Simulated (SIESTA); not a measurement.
Runs of SIESTA 5.4.2 on Cu3O2. Symmetry: I4/mmm, No. 139, tetragonal system. Conventional cell: a = 4.046 Å, b = 4.046 Å, c = 7.347 Å, α = 90.00°, β = 90.00°, γ = 90.00°. Cu (site symmetry 4/mmm) has 4 O at 2.02 Å as nearest neighbours. Cu (site symmetry -4m2) is surrounded by 2 O at 1.84 Å. O (site symmetry mmm) is surrounded by 4 Cu at 1.84 to 2.02 Å. The cell comes from a database or a generator and needn't be the stable form of this composition.

| task | level | U | cell | k mesh | hubbard projector method | U from the first cycle | broadening (eV) | window from (eV) | window to (eV) | gap on the mesh (eV) | pressure (GPa) |
| --- | --- | --- | --- | --- | --- | --- | --- | --- | --- | --- | --- |
| band structure | PBEsol | - | as given | 9 × 9 × 9 | - | - | - | - | - | none | -4.9 |
| density of states | PBEsol | - | as given | 7 × 7 × 7 | 1 | yes | 0.1 eV | -25 eV | 5 eV | none | -4.9 |
| single point | PBEsol | - | as given | 9 × 9 × 9 | - | - | - | - | - | none | -4.9 |
| single point | PBEsol | - | atoms moved at random, drawn with an rms of 0.05 Å | 9 × 9 × 9 | - | - | - | - | - | none | -4.1 |
| density of states | PBEsol+U | Cu d U = 4 eV | as given | 7 × 7 × 7 | 1 | yes | 0.1 eV | -25 eV | 5 eV | none | -4.0 |
| density of states | PBEsol+U | Cu d U = 2 eV | as given | 7 × 7 × 7 | 1 | yes | 0.1 eV | -25 eV | 5 eV | none | -4.5 |
| density of states | PBEsol+U | Cu d U = 6 eV | as given | 7 × 7 × 7 | 1 | yes | 0.1 eV | -25 eV | 5 eV | none | (a) |

Alike in all rows: potentials or basis PseudoDojo 0.4 standard (PBEsol files), DZP (energy shift 0.003 Ry; two zetas on semicore shells); no spin polarisation; smearing fermi-dirac 0.05 eV; grid cutoff 800 Ry; energy shift 0.003 Ry.

Task: Fill in the values left out.

Result: (a) -3.4.

Caveats: short orbitals over semicore shells can move pressures by several GPa; the basis of atomic orbitals isn't converged, which shifts pressures, moduli and gaps; an odd number of electrons without spin polarisation forces a metal; a magnetic or distorted state may lie lower; the run has no spin polarisation, though such a crystal can be magnetic; semilocal functionals often make such compounds metallic where correlation or magnetic order opens a gap, which also shifts bond lengths (some runs); U without spin polarisation on a metal has little footing (some runs).

A gap of «none» marks a metal or a gap under the smearing width.
